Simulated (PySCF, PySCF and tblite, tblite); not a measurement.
# C₄H₆F₂O₂: conformers and averaged spectra, part 3 of 3

PySCF and tblite. Atoms count from 0.

### 13 Shieldings, conformer 1: LDA/pcSseg-1 in chloroform

The job: settings as JSON, then the geometry in Å.

```
{"job": {"xc": "LDA", "basis": "pcSseg-1", "solvent": "chloroform", "kind": "nmr", "pop": false}, "charge": 0, "multiplicity": 1}
C     -1.588773     1.014371    -0.473869
C     -1.174399    -0.342604    -1.022004
O      0.247959    -0.509445    -1.066474
C      0.835654    -0.695688     0.132292
O      1.217099     0.459492     0.909091
C      2.208537    -0.249781     0.342327
F      3.036069    -0.920734     1.153165
F      2.935204     0.313761    -0.617418
H     -1.245137     1.136572     0.550339
H     -1.156613     1.806629    -1.079142
H     -2.671606     1.099345    -0.497630
H     -1.610362    -1.152880    -0.423031
H     -1.485770    -0.455945    -2.061762
H      0.451460    -1.503566     0.757527
```

Output:

```text
coarse grid: 12408 points
cycle   1  E = -502.0800079991  dE =  1.284e+00  |g| = 1.034e+00  |ddm| = 3.371e+00
cycle   2  E = -501.5762153297  dE =  5.038e-01  |g| = 1.996e+00  |ddm| = 1.967e+00
cycle   3  E = -502.2613471993  dE = -6.851e-01  |g| = 1.743e-01  |ddm| = 1.379e+00
cycle   4  E = -502.2657775692  dE = -4.430e-03  |g| = 9.685e-02  |ddm| = 1.660e-01
cycle   5  E = -502.2672463946  dE = -1.469e-03  |g| = 3.253e-02  |ddm| = 7.191e-02
cycle   6  E = -502.2674155104  dE = -1.691e-04  |g| = 1.115e-02  |ddm| = 2.687e-02
cycle   7  E = -502.2674379966  dE = -2.249e-05  |g| = 2.907e-03  |ddm| = 9.094e-03
cycle   8  E = -502.2674394251  dE = -1.429e-06  |g| = 7.367e-04  |ddm| = 2.388e-03
final grid: 122688 points
cycle   9  E = -502.3441226334  dE = -5.783e-05  |g| = 5.566e-03  |ddm| = 2.387e-02
cycle  10  E = -502.3441121508  dE =  1.048e-05  |g| = 9.056e-03  |ddm| = 9.958e-03
cycle  11  E = -502.3441290646  dE = -1.691e-05  |g| = 7.165e-04  |ddm| = 6.400e-03
cycle  12  E = -502.3441291226  dE = -5.794e-08  |g| = 4.324e-04  |ddm| = 6.755e-04
cycle  13  E = -502.3441291550  dE = -3.239e-08  |g| = 1.135e-04  |ddm| = 2.901e-04
cycle  14  E = -502.3441291569  dE = -1.981e-09  |g| = 3.240e-05  |ddm| = 9.162e-05
cycle  15  E = -502.3441291571  dE = -1.814e-10  |g| = 5.718e-06  |ddm| = 2.372e-05
converged SCF energy = -502.3441291571

GIAO shielding tensors (ppm)
atom      isotropic    diamagn.    paramagn.     s11        s22        s33       span
  0 C      165.738     250.810     -85.072    148.493    166.274    182.446     33.954
  1 C      106.535     246.286    -139.750     67.479     86.964    165.163     97.684
  2 O      233.072     398.320    -165.247    149.518    265.348    284.351    134.833
  3 C       89.609     246.863    -157.254     38.593     79.103    151.132    112.539
  4 O      172.222     400.240    -228.018     73.635    124.717    318.315    244.680
  5 C       58.540     254.096    -195.555     15.139     56.798    103.685     88.546
  6 F      281.601     470.008    -188.407    169.200    300.642    374.959    205.759
  7 F      299.133     471.418    -172.285    195.972    314.229    387.199    191.228
  8 H       29.686      31.643      -1.957     25.218     30.287     33.554      8.336
  9 H       29.817      29.954      -0.137     26.581     27.815     35.054      8.473
 10 H       30.184      28.257       1.927     26.163     26.929     37.461     11.298
 11 H       26.962      29.801      -2.839     22.063     27.243     31.580      9.517
 12 H       26.692      28.407      -1.715     21.598     26.525     31.954     10.356
 13 H       26.239      29.448      -3.209     20.922     26.179     31.615     10.694
```

It took 13 s on 1 thread of Intel Xeon Platinum 8259CL at 2.50GHz, shared host; peak memory 0.7 GiB.

This run: HOMO -7.13 eV, LUMO 0.68 eV; dipole 3.72 D.

### 14 Single-point energy, conformer 1: revPBE/def2-SVP in chloroform

Changed since step 13:

```diff
@@ -1,2 +1,2 @@
-{"job": {"xc": "LDA", "basis": "pcSseg-1", "solvent": "chloroform", "kind": "nmr", "pop": false}, "charge": 0, "multiplicity": 1}
+{"job": {"xc": "revPBE", "basis": "def2-SVP", "solvent": "chloroform", "kind": "sp"}, "charge": 0, "multiplicity": 1}
 C     -1.588773     1.014371    -0.473869
```

Output:

```text
coarse grid: 12408 points
cycle   1  E = -505.2843290448  dE =  1.244e+00  |g| = 1.036e+00  |ddm| = 3.985e+00
cycle   2  E = -504.8116795901  dE =  4.726e-01  |g| = 1.926e+00  |ddm| = 2.513e+00
cycle   3  E = -505.4745303936  dE = -6.629e-01  |g| = 1.514e-01  |ddm| = 1.712e+00
cycle   4  E = -505.4780187368  dE = -3.488e-03  |g| = 8.721e-02  |ddm| = 1.896e-01
cycle   5  E = -505.4793131154  dE = -1.294e-03  |g| = 2.957e-02  |ddm| = 8.459e-02
cycle   6  E = -505.4794698414  dE = -1.567e-04  |g| = 8.844e-03  |ddm| = 3.078e-02
cycle   7  E = -505.4794853112  dE = -1.547e-05  |g| = 2.276e-03  |ddm| = 8.947e-03
cycle   8  E = -505.4794862550  dE = -9.438e-07  |g| = 5.737e-04  |ddm| = 2.381e-03
final grid: 122688 points
cycle   9  E = -505.5878647688  dE = -1.438e-05  |g| = 2.106e-02  |ddm| = 4.650e-02
cycle  10  E = -505.5876398056  dE =  2.250e-04  |g| = 4.024e-02  |ddm| = 4.608e-02
cycle  11  E = -505.5879499662  dE = -3.102e-04  |g| = 3.158e-03  |ddm| = 3.146e-02
cycle  12  E = -505.5879520231  dE = -2.057e-06  |g| = 5.690e-04  |ddm| = 2.853e-03
cycle  13  E = -505.5879520707  dE = -4.759e-08  |g| = 2.603e-04  |ddm| = 7.434e-04
cycle  14  E = -505.5879520847  dE = -1.397e-08  |g| = 3.756e-05  |ddm| = 2.684e-04
cycle  15  E = -505.5879520849  dE = -2.424e-10  |g| = 1.380e-05  |ddm| = 4.810e-05
converged SCF energy = -505.5879520849
```

Run time: 9.6 s. Hardware: 1 thread of Intel Xeon Platinum 8259CL at 2.50GHz, shared host; peak memory 0.58 GiB.

Key values: HOMO -6.67 eV, LUMO 1.36 eV; dipole 3.31 D.

### 15 Shieldings, conformer 2: LDA/pcSseg-1 in chloroform

The job: settings as JSON, then the geometry in Å.

```
{"job": {"xc": "LDA", "basis": "pcSseg-1", "solvent": "chloroform", "kind": "nmr", "pop": false}, "charge": 0, "multiplicity": 1}
C     -1.996238    -0.227388    -0.197043
C     -1.121071     0.302780     0.930127
O      0.118470     0.861816     0.469735
C      1.013366    -0.032135    -0.001978
O      1.693860    -0.871064     0.951184
C      2.418664     0.101594     0.372543
F      3.394623    -0.264729    -0.466447
F      2.868658     1.101561     1.122908
H     -1.565255    -1.117878    -0.647775
H     -2.972930    -0.484507     0.202527
H     -2.119165     0.533193    -0.963977
H     -1.607526     1.140119     1.432688
H     -0.906279    -0.484661     1.660688
H      0.780144    -0.559175    -0.926639
```

Output:

```text
coarse grid: 12408 points
cycle   1  E = -502.0776603993  dE =  1.281e+00  |g| = 1.034e+00  |ddm| = 3.394e+00
cycle   2  E = -501.5821050975  dE =  4.956e-01  |g| = 1.986e+00  |ddm| = 1.972e+00
cycle   3  E = -502.2587414951  dE = -6.766e-01  |g| = 1.705e-01  |ddm| = 1.379e+00
cycle   4  E = -502.2630042766  dE = -4.263e-03  |g| = 9.473e-02  |ddm| = 1.603e-01
cycle   5  E = -502.2644411685  dE = -1.437e-03  |g| = 3.133e-02  |ddm| = 7.006e-02
cycle   6  E = -502.2645980287  dE = -1.569e-04  |g| = 1.061e-02  |ddm| = 2.542e-02
cycle   7  E = -502.2646186608  dE = -2.063e-05  |g| = 2.776e-03  |ddm| = 8.632e-03
cycle   8  E = -502.2646199788  dE = -1.318e-06  |g| = 7.086e-04  |ddm| = 2.310e-03
final grid: 122688 points
cycle   9  E = -502.3420519990  dE = -6.270e-05  |g| = 5.906e-03  |ddm| = 2.744e-02
cycle  10  E = -502.3420406495  dE =  1.135e-05  |g| = 9.659e-03  |ddm| = 1.026e-02
cycle  11  E = -502.3420590481  dE = -1.840e-05  |g| = 7.637e-04  |ddm| = 6.585e-03
cycle  12  E = -502.3420591188  dE = -7.075e-08  |g| = 4.004e-04  |ddm| = 7.856e-04
cycle  13  E = -502.3420591481  dE = -2.930e-08  |g| = 9.243e-05  |ddm| = 3.248e-04
cycle  14  E = -502.3420591493  dE = -1.141e-09  |g| = 4.591e-05  |ddm| = 8.503e-05
cycle  15  E = -502.3420591496  dE = -3.675e-10  |g| = 6.324e-06  |ddm| = 3.068e-05
converged SCF energy = -502.3420591496

GIAO shielding tensors (ppm)
atom      isotropic    diamagn.    paramagn.     s11        s22        s33       span
  0 C      171.809     250.419     -78.610    151.122    177.146    187.159     36.037
  1 C      113.001     246.214    -133.213     71.981     99.304    167.717     95.736
  2 O      243.933     398.299    -154.365    172.535    266.363    292.902    120.367
  3 C       95.796     245.755    -149.958     40.372     97.230    149.787    109.415
  4 O      183.382     401.471    -218.089     78.814    144.645    326.688    247.875
  5 C       56.471     256.087    -199.616     16.186     55.703     97.526     81.340
  6 F      280.172     470.664    -190.492    171.713    299.274    369.530    197.816
  7 F      300.431     470.771    -170.341    197.227    315.712    388.354    191.127
  8 H       29.381      30.664      -1.283     24.780     29.285     34.078      9.298
  9 H       30.163      27.815       2.348     26.205     27.004     37.280     11.075
 10 H       30.000      29.607       0.393     26.245     27.709     36.046      9.801
 11 H       26.906      28.852      -1.946     21.312     27.130     32.277     10.965
 12 H       26.939      30.233      -3.294     21.645     27.855     31.317      9.672
 13 H       25.922      30.263      -4.341     19.798     27.050     30.919     11.121
```

It took 13 s on 1 thread of Intel Xeon Platinum 8259CL at 2.50GHz, shared host; peak memory 0.7 GiB.

Key values: HOMO -7.08 eV, LUMO 0.44 eV; dipole 3.68 D.

### 16 Single-point energy, conformer 2: revPBE/def2-SVP in chloroform

Changed since step 15:

```diff
@@ -1,2 +1,2 @@
-{"job": {"xc": "LDA", "basis": "pcSseg-1", "solvent": "chloroform", "kind": "nmr", "pop": false}, "charge": 0, "multiplicity": 1}
+{"job": {"xc": "revPBE", "basis": "def2-SVP", "solvent": "chloroform", "kind": "sp"}, "charge": 0, "multiplicity": 1}
 C     -1.996238    -0.227388    -0.197043
```

Output:

```text
coarse grid: 12408 points
cycle   1  E = -505.2819013237  dE =  1.241e+00  |g| = 1.037e+00  |ddm| = 3.987e+00
cycle   2  E = -504.8141376200  dE =  4.678e-01  |g| = 1.921e+00  |ddm| = 2.448e+00
cycle   3  E = -505.4722532530  dE = -6.581e-01  |g| = 1.489e-01  |ddm| = 1.652e+00
cycle   4  E = -505.4756427230  dE = -3.389e-03  |g| = 8.593e-02  |ddm| = 1.852e-01
cycle   5  E = -505.4769201561  dE = -1.277e-03  |g| = 2.866e-02  |ddm| = 8.275e-02
cycle   6  E = -505.4770675828  dE = -1.474e-04  |g| = 8.435e-03  |ddm| = 2.960e-02
cycle   7  E = -505.4770818452  dE = -1.426e-05  |g| = 2.182e-03  |ddm| = 8.523e-03
cycle   8  E = -505.4770827310  dE = -8.857e-07  |g| = 5.440e-04  |ddm| = 2.252e-03
final grid: 122688 points
cycle   9  E = -505.5863825816  dE = -1.802e-05  |g| = 2.082e-02  |ddm| = 4.612e-02
cycle  10  E = -505.5861649992  dE =  2.176e-04  |g| = 3.962e-02  |ddm| = 4.495e-02
cycle  11  E = -505.5864661549  dE = -3.012e-04  |g| = 2.969e-03  |ddm| = 3.049e-02
cycle  12  E = -505.5864679668  dE = -1.812e-06  |g| = 5.882e-04  |ddm| = 2.725e-03
cycle  13  E = -505.5864680184  dE = -5.163e-08  |g| = 2.571e-04  |ddm| = 7.356e-04
cycle  14  E = -505.5864680319  dE = -1.349e-08  |g| = 4.173e-05  |ddm| = 2.705e-04
cycle  15  E = -505.5864680322  dE = -3.096e-10  |g| = 1.407e-05  |ddm| = 5.165e-05
converged SCF energy = -505.5864680322
```

It took 9.5 s on 1 thread of Intel Xeon Platinum 8259CL at 2.50GHz, shared host; peak memory 0.58 GiB.

This run: HOMO -6.68 eV, LUMO 1.13 eV; dipole 3.29 D.

### 17 Shieldings, conformer 3: LDA/pcSseg-1 in chloroform

The job: settings as JSON, then the geometry in Å.

```
{"job": {"xc": "LDA", "basis": "pcSseg-1", "solvent": "chloroform", "kind": "nmr", "pop": false}, "charge": 0, "multiplicity": 1}
C      2.256989     0.460562     0.370887
C      1.086332    -0.223568    -0.309128
O     -0.100006     0.081155     0.438726
C     -1.210815    -0.526940    -0.019509
O     -1.872211     0.041204    -1.168676
C     -2.489164     0.175148     0.018271
F     -3.636065    -0.489151     0.202662
F     -2.625084     1.389949     0.539524
H      2.086651     1.532298     0.407237
H      2.365857     0.091993     1.386734
H      3.169328     0.260481    -0.183198
H      0.960930     0.137407    -1.336507
H      1.223788    -1.312933    -0.330850
H     -1.217207    -1.618077    -0.038337
```

Output:

```text
coarse grid: 12408 points
cycle   1  E = -502.0785023661  dE =  1.286e+00  |g| = 1.039e+00  |ddm| = 3.374e+00
cycle   2  E = -501.5632164092  dE =  5.153e-01  |g| = 2.012e+00  |ddm| = 1.989e+00
cycle   3  E = -502.2618757563  dE = -6.987e-01  |g| = 1.681e-01  |ddm| = 1.396e+00
cycle   4  E = -502.2659241603  dE = -4.048e-03  |g| = 9.494e-02  |ddm| = 1.577e-01
cycle   5  E = -502.2673344163  dE = -1.410e-03  |g| = 3.223e-02  |ddm| = 6.975e-02
cycle   6  E = -502.2675039985  dE = -1.696e-04  |g| = 1.024e-02  |ddm| = 2.591e-02
cycle   7  E = -502.2675223689  dE = -1.837e-05  |g| = 2.905e-03  |ddm| = 8.103e-03
cycle   8  E = -502.2675238321  dE = -1.463e-06  |g| = 6.928e-04  |ddm| = 2.412e-03
final grid: 122688 points
cycle   9  E = -502.3437106204  dE = -5.864e-05  |g| = 5.773e-03  |ddm| = 2.573e-02
cycle  10  E = -502.3436996640  dE =  1.096e-05  |g| = 9.464e-03  |ddm| = 1.013e-02
cycle  11  E = -502.3437173995  dE = -1.774e-05  |g| = 7.190e-04  |ddm| = 6.348e-03
cycle  12  E = -502.3437174560  dE = -5.654e-08  |g| = 3.844e-04  |ddm| = 6.591e-04
cycle  13  E = -502.3437174829  dE = -2.688e-08  |g| = 7.138e-05  |ddm| = 2.870e-04
cycle  14  E = -502.3437174836  dE = -6.654e-10  |g| = 3.596e-05  |ddm| = 6.534e-05
cycle  15  E = -502.3437174838  dE = -2.169e-10  |g| = 6.533e-06  |ddm| = 2.470e-05
converged SCF energy = -502.3437174838

GIAO shielding tensors (ppm)
atom      isotropic    diamagn.    paramagn.     s11        s22        s33       span
  0 C      167.767     248.144     -80.376    151.194    166.911    185.198     34.004
  1 C      110.165     247.985    -137.820     72.000     93.674    164.821     92.821
  2 O      239.881     400.499    -160.618    164.963    251.796    302.884    137.921
  3 C       91.531     243.843    -152.312     40.493     82.649    151.451    110.958
  4 O      178.221     401.494    -223.273     80.362    130.614    323.688    243.326
  5 C       57.215     255.240    -198.025     15.544     57.171     98.929     83.385
  6 F      279.719     469.254    -189.535    171.463    298.257    369.437    197.974
  7 F      299.387     473.342    -173.955    196.293    314.610    387.257    190.965
  8 H       29.791      29.411       0.381     25.641     28.346     35.387      9.745
  9 H       29.782      28.980       0.802     25.862     27.916     35.567      9.705
 10 H       29.995      27.183       2.812     25.954     27.003     37.028     11.074
 11 H       26.988      31.092      -4.104     21.795     27.820     31.348      9.553
 12 H       27.147      30.307      -3.160     22.938     27.069     31.434      8.496
 13 H       26.152      28.458      -2.306     20.351     26.413     31.691     11.340
```

It took 13 s on 1 thread of Intel Xeon Platinum 8259CL at 2.50GHz, shared host; peak memory 0.7 GiB.

This run: HOMO -7.09 eV, LUMO 0.72 eV; dipole 3.67 D.

### 18 Single-point energy, conformer 3: revPBE/def2-SVP in chloroform

Changed since step 17:

```diff
@@ -1,2 +1,2 @@
-{"job": {"xc": "LDA", "basis": "pcSseg-1", "solvent": "chloroform", "kind": "nmr", "pop": false}, "charge": 0, "multiplicity": 1}
+{"job": {"xc": "revPBE", "basis": "def2-SVP", "solvent": "chloroform", "kind": "sp"}, "charge": 0, "multiplicity": 1}
 C      2.256989     0.460562     0.370887
```

Output:

```text
coarse grid: 12408 points
cycle   1  E = -505.2840314047  dE =  1.246e+00  |g| = 1.040e+00  |ddm| = 3.988e+00
cycle   2  E = -504.8004736100  dE =  4.836e-01  |g| = 1.942e+00  |ddm| = 2.472e+00
cycle   3  E = -505.4762541874  dE = -6.758e-01  |g| = 1.468e-01  |ddm| = 1.677e+00
cycle   4  E = -505.4794423447  dE = -3.188e-03  |g| = 8.674e-02  |ddm| = 1.831e-01
cycle   5  E = -505.4807205114  dE = -1.278e-03  |g| = 2.935e-02  |ddm| = 8.245e-02
cycle   6  E = -505.4808775103  dE = -1.570e-04  |g| = 8.167e-03  |ddm| = 2.992e-02
cycle   7  E = -505.4808903767  dE = -1.287e-05  |g| = 2.277e-03  |ddm| = 8.026e-03
cycle   8  E = -505.4808913384  dE = -9.617e-07  |g| = 5.306e-04  |ddm| = 2.282e-03
final grid: 122688 points
cycle   9  E = -505.5890384717  dE = -1.472e-05  |g| = 2.078e-02  |ddm| = 4.833e-02
cycle  10  E = -505.5888288331  dE =  2.096e-04  |g| = 3.914e-02  |ddm| = 4.427e-02
cycle  11  E = -505.5891212254  dE = -2.924e-04  |g| = 3.144e-03  |ddm| = 2.993e-02
cycle  12  E = -505.5891232789  dE = -2.054e-06  |g| = 5.412e-04  |ddm| = 2.773e-03
cycle  13  E = -505.5891233219  dE = -4.302e-08  |g| = 2.441e-04  |ddm| = 6.769e-04
cycle  14  E = -505.5891233342  dE = -1.227e-08  |g| = 3.970e-05  |ddm| = 2.520e-04
cycle  15  E = -505.5891233345  dE = -2.791e-10  |g| = 1.277e-05  |ddm| = 4.766e-05
converged SCF energy = -505.5891233345
```

Run time: 9 s. Hardware: 1 thread of Intel Xeon Platinum 8259CL at 2.50GHz, shared host; peak memory 0.58 GiB.

This run: HOMO -6.72 eV, LUMO 1.36 eV; dipole 3.28 D.

### 19 Boltzmann average: properties at LDA/pcSseg-1 in chloroform

The job: settings as JSON, then the geometry in Å.

```
{"job": {"study": "conf", "smiles": "CCO[C@@H]1OC1(F)F", "search": {"seed": 1369, "n_embed": 90, "ff_keep": 18, "window": 1.5, "nmax": 5, "temps": [220, 298.15, 320, 500, 800], "t_ref": 298.15, "order": 0.001, "w0": 0}, "level": {"nmr": {"xc": "LDA", "basis": "pcSseg-1", "solvent": "chloroform"}, "sp": {"xc": "revPBE", "basis": "def2-SVP", "solvent": "chloroform"}, "change": "LDA/pcSseg-1; solvent chloroform; energies revPBE/def2-SVP", "top": 4}, "kind": "conf"}, "charge": 0, "multiplicity": 1}
C      2.256989     0.460562     0.370887
C      1.086332    -0.223568    -0.309128
O     -0.100006     0.081155     0.438726
C     -1.210815    -0.526940    -0.019509
O     -1.872211     0.041204    -1.168676
C     -2.489164     0.175148     0.018271
F     -3.636065    -0.489151     0.202662
F     -2.625084     1.389949     0.539524
H      2.086651     1.532298     0.407237
H      2.365857     0.091993     1.386734
H      3.169328     0.260481    -0.183198
H      0.960930     0.137407    -1.336507
H      1.223788    -1.312933    -0.330850
H     -1.217207    -1.618077    -0.038337
```

Output:

```text
conformer  sym    E(xTB)   E(DFT)   G(298.15 K)  weight  dipole/D
    1     C1      0.000    0.030    0.462   0.2891    3.310
    2     C1      0.730    1.104    1.220   0.0804    3.291
    3     C1      0.921    0.000    0.000   0.6305    3.278

mean shielding (ppm) by class
class atoms           220 K   298.15 K      320 K      500 K      800 K
  0 C  0            167.351    167.506     167.55    167.861    168.172
  1 C  1            109.238    109.344    109.377    109.624    109.879
  2 O  2            238.089    238.239    238.288    238.661    239.053
  3 C  3             91.155     91.318     91.365     91.691     92.015
  4 O  4            176.709    176.902    176.962    177.403    177.857
  5 C  5             57.566     57.538     57.529      57.46     57.387
  6 F  6            280.279    280.299    280.302     280.31     280.31
  7 F  7            299.357    299.397    299.409    299.486    299.561
  8 H  8,9,10        29.867     29.867     29.867     29.866     29.864
  9 H  11            26.977     26.974     26.973     26.968     26.962
 10 H  12            27.007     26.999     26.997     26.988     26.981
 11 H  13            26.167     26.159     26.156     26.139     26.122
```

Run time: 68 s. Hardware: 1 thread of Intel Xeon Platinum 8259CL at 2.50GHz, shared host. This counts the runs that the step sums up.

Against the first level, at 298 K (shieldings, ppm; largest changes first):

```tsv
atoms	KT3/pcSseg-1 in tetrahydrofuran	LDA/pcSseg-1 in chloroform	change
C5	68.9	57.5	-11.3
C3	100.9	91.3	-9.6
O4	185.7	176.9	-8.8
F6	286.0	280.3	-5.7
C1	114.8	109.3	-5.4
F7	304.5	299.4	-5.1
O2	236.5	238.2	+1.7
H12	27.64	27.00	-0.64
H11	27.58	26.97	-0.61
H13	26.74	26.16	-0.59
```

Weights: from PBE0/def2-SVP in tetrahydrofuran energies 1: 24 %, 2: 7 %, 3: 69 %; from revPBE/def2-SVP in chloroform energies 1: 29 %, 2: 8 %, 3: 63 % (with a dispersion term where the level has one and the same thermal terms, so they don't follow from the SCF energies alone). Times: 3.6 min and 68 s.

### 20 Results

What follows sums up all 3 parts.

```
                                             quantity                                                value
                                           conformers  3; the first in weight is no. 3 (C1), 69 % at 298 K
                              root-mean-square dipole                                               3.68 D
averaged ¹³C shifts (KT3/pcSseg-1 in tetrahydrofuran)                          116.5, 84.5, 70.6, 18.3 ppm
 averaged ¹H shifts (KT3/pcSseg-1 in tetrahydrofuran)                           5.00, 4.16, 4.10, 1.40 ppm
```

At 298 K conformer 3 holds 69 % of the ensemble (75 % at 220 K, 53 % at 800 K). xTB puts no. 1 lowest, DFT no. 3. Among conformers over 5 %, C1 differs by 5.6 ppm, while the average moves by 0.3 ppm from 220 to 800 K. Between KT3/pcSseg-1 in tetrahydrofuran and LDA/pcSseg-1 in chloroform, C5 changes most, by 11.3 ppm of raw shielding; the energies behind both averages, dispersion terms included where typed, rank the same conformer first.
